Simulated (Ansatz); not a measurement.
**CaCu2O3 (Pmmn): relaxation of cell and ions in Python**

What cell does CaCu2O3 (Pmmn) relax to? Aim: a relaxation of cell and ions, for CaCu2O3 (Pmmn), run from a script.

Computed with Ansatz 0.2.0, driven from Python. Level of theory: DFT PBEsol, plane waves, PAW.

## (1) The system

Symmetry: Pmmn, No. 59, orthorhombic system. Conventional cell: a = 4.110 Å, b = 9.850 Å, c = 3.470 Å, α = 90.00°, β = 90.00°, γ = 90.00°. Ca (site symmetry mm2) is surrounded by 6 O at 2.22 to 2.49 Å. Cu (site symmetry m) has 4 O at 1.87 to 2.06 Å in its first shell of neighbours. Around O (site symmetry m) lie 3 Cu at 1.88 to 2.06 Å and 2 Ca at 2.35 to 2.49 Å. Around O (site symmetry mm2) lie 2 Cu at 1.87 Å and 2 Ca at 2.22 Å.

The script holds or builds the structure itself.

## (2) The code

The input, cacu2o3.py:

```python
"""Cell relaxation of CaCu2O3."""

import ansatz as az
from ase import Atoms
from ase.data import atomic_numbers
from ase.neighborlist import neighbor_list
import numpy as np
import spglib

config = {
    "mesh": (6, 3, 7),
    "xc": "PBEsol",
    "tolerance": 1e-09,
    "width_ev": 0.1,
    "force_tol": 0.03,
}

def edges_and_angles(cell):
    cell = np.asarray(cell)
    a, b, c = np.linalg.norm(cell, axis=1)
    cosines = cell[1] @ cell[2] / (b * c), cell[0] @ cell[2] / (a * c), cell[0] @ cell[1] / (a * b)
    return (a, b, c, *np.degrees(np.arccos(cosines)))


def main() -> None:
    crystal = (
        az.Lattice.from_parameters(4.11, 9.85, 3.47, alpha=90.0, beta=90.0, gamma=90.0)
        .atom("Ca", [0.0, 0.0, 0.6567])
        .atom("Ca", [0.5, 0.5, 0.3433])
        .atom("Cu", [0.5, 0.834, 0.1534])
        .atom("Cu", [0.5, 0.166, 0.1534])
        .atom("Cu", [0.0, 0.334, 0.8466])
        .atom("Cu", [0.0, 0.666, 0.8466])
        .atom("O", [0.0, 0.829, 0.129])
        .atom("O", [0.0, 0.171, 0.129])
        .atom("O", [0.5, 0.329, 0.871])
        .atom("O", [0.5, 0.671, 0.871])
        .atom("O", [0.5, 0.0, 0.415])
        .atom("O", [0.0, 0.5, 0.585])
    )

    # only the volume may change
    base = crystal.calculation()
    base = base.kpoints(mesh=config["mesh"], center="gamma")
    base = base.functional(config["xc"]).scf(tolerance=config["tolerance"])
    base = base.occupations(az.OccupationsMethod.FERMI_DIRAC, width=config["width_ev"])
    base = base.relax(force_tolerance=config["force_tol"], max_steps=60, fix_cell=["shape"], stress_tolerance=0.1).band_table()
    steps = []


    def collect(event):
        if event["event"] == "relax_step":
            steps.append(event["data"])


    res = base.session().plan().execute(on_event=collect)
    summary = res.report
    for s in steps:
        flag = "" if s["accepted"] else "  (rejected)"
        print("step %2d  E = %.5f eV  largest force component = %.4f eV/A%s" % (s["step"], s["lagrangian_ev"], s["allowed_force_max_ev_ang"], flag))

    first, last = steps[0], steps[-1]
    symbols = [site.symbol for site in res.lattice.sites]
    print(f"energy gained {first['lagrangian_ev'] - last['lagrangian_ev']:.4f} eV in {len(steps) - 1} steps")
    for label, vectors in (("before", first["cell_ang"]), ("after", res.lattice.cell_ang)):
        print(label, "a b c (A) {:.4f} {:.4f} {:.4f}  angles {:.2f} {:.2f} {:.2f}".format(*edges_and_angles(vectors)), f" V = {abs(np.linalg.det(vectors)):.3f} A^3")
    print("final stress xx yy zz (GPa, compression positive):", np.round(np.diag(summary["stress_gpa"]), 3) + 0.0)

    change = np.array(last["positions_ang"]) @ np.linalg.inv(last["cell_ang"]) - np.array(first["positions_ang"]) @ np.linalg.inv(first["cell_ang"])
    moved = np.linalg.norm(change @ np.array(last["cell_ang"]), axis=1)
    print("displacement within the cell, strain taken out (A):", " ".join(f"{s}:{d:.3f}" for s, d in zip(symbols, moved)))

    fractions = [site.position_frac for site in res.lattice.sites]
    numbers = [atomic_numbers[s] for s in symbols]
    for tolerance in (1e-3, 1e-2, 1e-1):
        print(f"space group at {tolerance} A:", spglib.get_spacegroup((res.lattice.cell_ang, fractions, numbers), symprec=tolerance))

    final = Atoms(symbols, positions=last["positions_ang"], cell=res.lattice.cell_ang, pbc=True)
    i, j, d = neighbor_list("ijd", final, 4.5)
    print("neighbours within 1.15 times the shortest distance of each atom (A)")
    for atom in range(len(final)):
        near = [m for m in np.argsort(d) if i[m] == atom]
        shell = [m for m in near if d[m] < 1.15 * d[near[0]]]
        print(f"{symbols[atom]}{atom} ({len(shell)}):", ", ".join(f"{symbols[j[m]]} {d[m]:.3f}" for m in shell))

    energy = summary["free_energy_ev"]
    print("F of the CaCu2O3 cell: {:.6f} eV = {:.6f} Ry = {:.6f} Ha".format(energy, energy / 13.605693, energy / 27.211386))
    print("Fermi level {:.4f} eV, {} k-points, {} symmetry operations".format(summary["fermi_energy_ev"], summary["n_kpoints"], summary["n_symmetry_ops"]))

    fermi = summary["fermi_energy_ev"]
    print("levels less the Fermi level (eV) at the first k-points (first spin channel where there are two)")
    for k, levels in list(zip(summary["kpoints_frac"], summary["eigenvalues_ev"]))[:6]:
        print("k = ({:.3f}, {:.3f}, {:.3f})".format(*k))
        print("   ", " ".join(f"{e - fermi:.3f}" for e in levels))


if __name__ == "__main__":
    main()
```

## (3) Running it

Run with:

```
python cacu2o3.py
```

Without the output at hand: what should come out? Wanted: free energy; moves of the relaxation; energy gained; last largest force component; relaxed conventional cell; space group at the end.

**Answer**, as computed:

| quantity | value |
| --- | --- |
| free energy | -33309.1553 eV (-2775.7629 eV/atom) |
| moves of the relaxation | 4 |
| energy gained (ahead of the last change of basis) | 5.8 meV/atom |
| last largest force component | 0.0103 eV/Å |
| relaxed conventional cell | a = 4.138 Å, b = 9.918 Å, c = 3.494 Å, α = 90.00°, β = 90.00°, γ = 90.00° |
| space group at the end | Pmmn |

What this shows: Over 4 moves the cell grew by 2.1 % in volume (some cell parameters were held, so the cell is relaxed in part), and the space group stayed Pmmn. No spin polarisation was allowed. For a metal this k-point mesh is coarse: on a finer one energies can move by several to tens of meV an atom and pressures by half a GPa or more, differences at one mesh by less. Only differences from the Fermi energy are physical; the zero of the scale is a convention. Energies along a relaxation are free energies. Rows at an unchanged volume are solved on a plane-wave basis chosen afresh for that cell, so the energy jumps there and such rows are no steps of the walk. Without a Hubbard U or exact exchange, semilocal functionals often make such 3d compounds metallic or too weakly gapped.
